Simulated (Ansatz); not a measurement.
# BF₃: energies up the ladder, part 2 of 2

Wanted for BF₃: energies up the ladder.

Ansatz 0.2.0, Gaussian bases.

### 7 Single point, B3LYP-D4/def2-TZVPP

Contents of input.yaml:

```yaml
crystal:
  periodic: [false, false, false]
  atoms:
    - { symbol: F, position_ang: [1.21287001, -0.49641785, -0.03963467] }
    - { symbol: B, position_ang: [-2.392e-05, 3.782e-05, 6.95e-06] }
    - { symbol: F, position_ang: [-1.03587537, -0.80266037, 0.04293387] }
    - { symbol: F, position_ang: [-0.17707071, 1.29919041, -0.00328616] }
basis:
  gaussian: { orbitals: def2-TZVPP }
hamiltonian:
  xc: { name: B3LYP }
  dispersion: d4
```

Command:

```console
> ansatz run input.yaml --threads 2 --pin off --max-ram 5120MiB --backend cpu --events-out ev --progress --plain --runs-dir out
```

Output:

```text
Warning: RAYON_NUM_THREADS=2 ignored (pool sized by the plan → 2); use --threads N
Engine: ansatz 0.2.0, aarch64-unknown-linux-gnu
Functional definition: B3LYP
  parameter a0 = 0.2
  parameter ax = 0.72
  parameter ac = 0.81
  exchange = (1 - a0 - ax)*slater_x + ax*b88_x + a0*exact_x
  correlation = (1 - ac)*vwn_rpa_c + ac*lyp_c
637 factors; their error is unknown
mean field evaluation 1: about -8832.8565 eV, gradient 4.9e1 eV
mean field evaluation 2: about -8829.3741 eV, gradient 7.3e1 eV
mean field evaluation 4: about -8835.8897 eV, gradient 4.7e-1 eV
mean field evaluation 8: about -8835.9207 eV, gradient 1.4e-3 eV
mean field -8835.92072214 eV, -324.7140973367 hartree, gradient 6.4e-5 eV, S^2 0.000000; 0 other end points of the search recorded, 0 dependent functions left out
reference -8835.92090550 eV, -324.7141040747 hartree; 16, 16 occupied and 108, 108 virtual orbitals, 637 factors
Total energy: -8835.98645673 eV, -324.7165130381 hartree
```

Wall time 0.96 s (2 threads of Arm Neoverse V1, shared host); peak memory 0.16 GiB.

### 8 Single point, wB97M-V/def2-TZVPP

input.yaml: that of step 7 with these lines changed.

```diff
@@ -10,3 +10,2 @@
 hamiltonian:
-  xc: { name: B3LYP }
-  dispersion: d4
+  xc: { name: wB97M-V }
```

Command:

```console
> ansatz run input.yaml --threads 2 --pin off --max-ram 5120MiB --backend cpu --events-out ev --progress --plain --runs-dir out
```

Output, shortened:

```text
Warning: RAYON_NUM_THREADS=2 ignored (pool sized by the plan → 2); use --threads N
[...]
Functional definition: wB97M-V
[...]
  gx(w, u) = 1 - cx + cx01*u + cx10*w
  gss(w, u) = css00 + css04*u^4 + css10*w + css20*w^2 + css43*w^4*u^3
  gos(w, u) = cos00 + cos10*w + (cos20 + cos21*u)*w^2 + (cos60 + cos61*u)*w^6
[...]
      + integral(e_c_pw_mod_opposite_spin*gos(b97_w_opposite, b97_u_opposite)) + vv10(b, c)
637 factors; their error is unknown
127 factors; integrals over basis functions are off by at most 1.2e-5 eV
[...]
mean field -8833.75231757 eV, -324.6344099384 hartree, gradient 2.9e-5 eV, S^2 0.000000; 0 other end points of the search recorded, 0 dependent functions left out
reference -8833.75235680 eV, -324.6344113802 hartree; 16, 16 occupied and 108, 108 virtual orbitals, 637 factors
Total energy: -8833.75235680 eV, -324.6344113802 hartree
```

Wall time 3.1 s (2 threads of Arm Neoverse V1, shared host); peak memory 0.22 GiB.

### 9 Single point, B2PLYP/def2-TZVPP

input.yaml: that of step 8 with these lines changed.

```diff
@@ -10,2 +10,2 @@
 hamiltonian:
-  xc: { name: wB97M-V }
+  xc: { name: B2PLYP }
```

Command:

```console
> ansatz run input.yaml --threads 2 --pin off --max-ram 5120MiB --backend cpu --events-out ev --progress --plain --runs-dir out
```

Output, shortened:

```text
Warning: RAYON_NUM_THREADS=2 ignored (pool sized by the plan → 2); use --threads N
[...]
Functional definition: B2PLYP
[...]
829 factors; integrals over basis functions are off by at most 1.7e-3 eV
[...]
mean field -8823.84523696 eV, -324.2703314412 hartree, gradient 3.5e-6 eV, S^2 0.000000; 0 other end points of the search recorded, 0 dependent functions left out
4 core orbitals not correlated: weight in the atoms' cores, before any rotation towards them, 1.000 or more for the frozen orbitals, at most 0.000 for the correlated occupied ones
reference -8823.84534441 eV, -324.2703353899 hartree; 12, 12 occupied and 108, 108 virtual orbitals, 829 factors
second order -26.73893578 eV of doubles, -0.00000000 eV of singles
Total energy: -8831.06485707 eV, -324.5356475866 hartree
```

It took 1.6 s on 2 threads of Arm Neoverse V1, shared host; peak memory 0.17 GiB.

### 10 Single point, LDA/def2-TZVPP

input.yaml: that of step 9 with these lines changed.

```diff
@@ -10,2 +10,2 @@
 hamiltonian:
-  xc: { name: B2PLYP }
+  xc: lda
```

Command:

```console
> ansatz run input.yaml --threads 2 --pin off --max-ram 5120MiB --backend cpu --events-out ev --progress --plain --runs-dir out
```

Output:

```text
Warning: RAYON_NUM_THREADS=2 ignored (pool sized by the plan → 2); use --threads N
Engine: ansatz 0.2.0, aarch64-unknown-linux-gnu
Functional definition: SPW92
  exchange = slater_x
  correlation = pw_c
637 factors; their error is unknown
mean field evaluation 1: about -8774.0118 eV, gradient 4.7e1 eV
mean field evaluation 2: about -8768.2087 eV, gradient 8.3e1 eV
mean field evaluation 4: about -8776.7396 eV, gradient 8.5e-1 eV
mean field evaluation 8: about -8776.7366 eV, gradient 9.9e-2 eV
mean field -8776.73664644 eV, -322.5391226710 hartree, gradient 5.2e-5 eV, S^2 0.000000; 0 other end points of the search recorded, 0 dependent functions left out
reference -8776.73667778 eV, -322.5391238227 hartree; 16, 16 occupied and 108, 108 virtual orbitals, 637 factors
Total energy: -8776.73667778 eV, -322.5391238227 hartree
```

Run time: 0.46 s. Hardware: 2 threads of Arm Neoverse V1, shared host; peak memory 0.11 GiB.

### 11 Single point, PBE0-D4/def2-SVP

input.yaml: that of step 10 with these lines changed.

```diff
@@ -8,4 +8,5 @@
 basis:
-  gaussian: { orbitals: def2-TZVPP }
+  gaussian: { orbitals: def2-SVP }
 hamiltonian:
-  xc: lda
+  xc: pbe0
+  dispersion: d4
```

Command:

```console
> ansatz run input.yaml --threads 2 --pin off --max-ram 5120MiB --backend cpu --events-out ev --progress --plain --runs-dir out
```

Output:

```text
Warning: RAYON_NUM_THREADS=2 ignored (pool sized by the plan → 2); use --threads N
Engine: ansatz 0.2.0, aarch64-unknown-linux-gnu
Functional definition: PBE0
  parameter a = 0.25
  parameter kappa = 0.804
  parameter beta = 0.06672455060314922
  exchange = (1 - a)*pbe_x(kappa = kappa, mu = beta*pi^2/3) + a*exact_x
  correlation = pbe_c(beta = beta)
525 factors; integrals over basis functions are off by at most 8.1e-4 eV
mean field evaluation 1: about -8814.1872 eV, gradient 3.8e1 eV
mean field evaluation 2: about -8812.7801 eV, gradient 5.0e1 eV
mean field evaluation 4: about -8816.3150 eV, gradient 2.5e-1 eV
mean field evaluation 8: about -8816.3167 eV, gradient 2.0e-3 eV
mean field -8816.31668307 eV, -323.9936621887 hartree, gradient 7.1e-6 eV, S^2 0.000000; 0 other end points of the search recorded, 0 dependent functions left out
reference -8816.31670068 eV, -323.9936628359 hartree; 16, 16 occupied and 40, 40 virtual orbitals, 525 factors
Total energy: -8816.34967234 eV, -323.9948745220 hartree
```

It took 0.45 s on 2 threads of Arm Neoverse V1, shared host; peak memory 0.091 GiB.

### 12 Single point, PBE-D4/def2-SVP

input.yaml: that of step 11 with these lines changed.

```diff
@@ -10,3 +10,3 @@
 hamiltonian:
-  xc: pbe0
+  xc: pbe
   dispersion: d4
```

Command:

```console
> ansatz run input.yaml --threads 2 --pin off --max-ram 5120MiB --backend cpu --events-out ev --progress --plain --runs-dir out
```

Output:

```text
Warning: RAYON_NUM_THREADS=2 ignored (pool sized by the plan → 2); use --threads N
Engine: ansatz 0.2.0, aarch64-unknown-linux-gnu
Functional definition: PBE
  parameter kappa = 0.804
  parameter beta = 0.06672455060314922
  exchange = pbe_x(kappa = kappa, mu = beta*pi^2/3)
  correlation = pbe_c(beta = beta)
598 factors; their error is unknown
mean field evaluation 1: about -8813.7678 eV, gradient 4.2e1 eV
mean field evaluation 2: about -8809.3925 eV, gradient 6.9e1 eV
mean field evaluation 4: about -8816.2034 eV, gradient 2.7e-1 eV
mean field evaluation 8: about -8816.1723 eV, gradient 4.8e-3 eV
mean field -8816.17233498 eV, -323.9883574944 hartree, gradient 2.9e-5 eV, S^2 0.000000; 0 other end points of the search recorded, 0 dependent functions left out
reference -8816.17235912 eV, -323.9883583813 hartree; 16, 16 occupied and 40, 40 virtual orbitals, 598 factors
Total energy: -8816.21286382 eV, -323.9898469017 hartree
```

Wall time 0.38 s (2 threads of Arm Neoverse V1, shared host); peak memory 0.082 GiB.

### 13 Single point, CCSD(T)/def2-TZVPP

input.yaml: that of step 12 with these lines changed.

```diff
@@ -8,5 +8,4 @@
 basis:
-  gaussian: { orbitals: def2-SVP }
-hamiltonian:
-  xc: pbe
-  dispersion: d4
+  gaussian: { orbitals: def2-TZVPP }
+correlation:
+  method: ccsd_t
```

Command:

```console
> ansatz run input.yaml --threads 2 --pin off --max-ram 5120MiB --backend cpu --events-out ev --progress --plain --runs-dir out
```

Output, shortened:

```text
Warning: RAYON_NUM_THREADS=2 ignored (pool sized by the plan → 2); use --threads N
[...]
Functional definition: HF
[...]
829 factors; integrals over basis functions are off by at most 1.7e-3 eV
[...]
mean field -8798.63782859 eV, -323.3439762699 hartree, gradient 2.6e-6 eV, S^2 0.000000; 0 other end points of the search recorded, 0 dependent functions left out
4 core orbitals not correlated: weight in the atoms' cores, before any rotation towards them, 1.000 or more for the frozen orbitals, at most 0.000 for the correlated occupied ones
reference -8798.63782859 eV, -323.3439762699 hartree; 12, 12 occupied and 108, 108 virtual orbitals, 829 factors
second order -22.67815238 eV of doubles, -0.00000000 eV of singles
cycle   1  -22.25934601 eV  change    4.2e-1 eV  update   8.8e-2
[...]
cycle   9  -22.72983136 eV  change   -9.5e-7 eV  update   4.0e-6
perturbative correction -0.64279313 eV, -0.0236222117 hartree
Total energy: -8822.01045308 eV, -324.2029043773 hartree
```

Run time: 3.7 s. Hardware: 2 threads of Arm Neoverse V1, shared host; peak memory 0.46 GiB.

### 14 Single point, CCSD(T)/def2-QZVPP

input.yaml: that of step 13 with these lines changed.

```diff
@@ -8,3 +8,3 @@
 basis:
-  gaussian: { orbitals: def2-TZVPP }
+  gaussian: { orbitals: def2-QZVPP.json }
 correlation:
```

Command:

```console
> ansatz run input.yaml --threads 2 --pin off --max-ram 5120MiB --backend cpu --events-out ev --progress --plain --runs-dir out
```

Output, shortened:

```text
Warning: RAYON_NUM_THREADS=2 ignored (pool sized by the plan → 2); use --threads N
[...]
Functional definition: HF
[...]
1439 factors; integrals over basis functions are off by at most 9.9e-4 eV
[...]
mean field -8799.03612718 eV, -323.3586134728 hartree, gradient 1.0e-6 eV, S^2 0.000000; 0 other end points of the search recorded, 0 dependent functions left out
4 core orbitals not correlated: weight in the atoms' cores, before any rotation towards them, 1.000 or more for the frozen orbitals, at most 0.000 for the correlated occupied ones
reference -8799.03612718 eV, -323.3586134728 hartree; 12, 12 occupied and 212, 212 virtual orbitals, 1439 factors
second order -24.83146889 eV of doubles, -0.00000000 eV of singles
cycle   1  -24.22058799 eV  change    6.1e-1 eV  update   8.7e-2
[...]
cycle   9  -24.70748824 eV  change   -4.8e-6 eV  update   4.2e-6
perturbative correction -0.77055608 eV, -0.0283174138 hartree
Total energy: -8824.51417150 eV, -324.2949143322 hartree
```

Run time: 24 s. Hardware: 2 threads of Arm Neoverse V1, shared host; peak memory 2 GiB.

### 15 Extrapolation to the basis-set limit

CCSD(T)/CBS estimate, frozen core: CCSD(T) correlation extrapolated, from def2-TZVPP and def2-QZVPP: mean field -8799.0910 eV, total -8826.1286 eV. The exponents are 7.88 (mean field) and 2.97 (correlation).

### 16 Geometries side by side

| level | F1–B2 (Å) | B2–F3 (Å) | B2–F4 (Å) | rotational constants (MHz) | dipole (D) | highest frequency (cm⁻¹) | CPU time |
| --- | --- | --- | --- | --- | --- | --- | --- |
| PBE0-D4/def2-TZVPP | 1.3112 | 1.3112 | 1.3112 | 10316, 10316, 5157.8 | 0.00 | 1487 | 13 s |

Constants are for the commonest isotopes at the equilibrium geometry; times are CPU times of the relaxations.

### 17 Total energies

```
               level  energy (eV)  CPU time
   PBE-D4/def2-TZVPP   -8827.0010     1.9 s
r2SCAN-D4/def2-TZVPP   -8832.0815     2.9 s
 B3LYP-D4/def2-TZVPP   -8835.9865     1.8 s
  wB97M-V/def2-TZVPP   -8833.7524       6 s
   B2PLYP/def2-TZVPP   -8831.0649     3.1 s
      LDA/def2-TZVPP   -8776.7367    0.82 s
    PBE0-D4/def2-SVP   -8816.3497    0.79 s
     PBE-D4/def2-SVP   -8816.2129    0.65 s
  CCSD(T)/def2-TZVPP   -8822.0105       7 s
  CCSD(T)/def2-QZVPP   -8824.5142      48 s
         CCSD(T)/CBS   -8826.1286         -
```

### 18 What came out

This closing draws on all 2 parts.

```
                         quantity             value
      F1–B2 at PBE0-D4/def2-TZVPP           1.311 Å
      B2–F3 at PBE0-D4/def2-TZVPP           1.311 Å
      B2–F4 at PBE0-D4/def2-TZVPP           1.311 Å
frequencies at PBE0-D4/def2-TZVPP  475 to 1487 cm⁻¹
            energy at CCSD(T)/CBS      -8826.129 eV
```

In words: No mode is imaginary, so the geometry is a minimum. These totals serve in differences with atoms or fragments at the same level; alone they don't rank the methods.
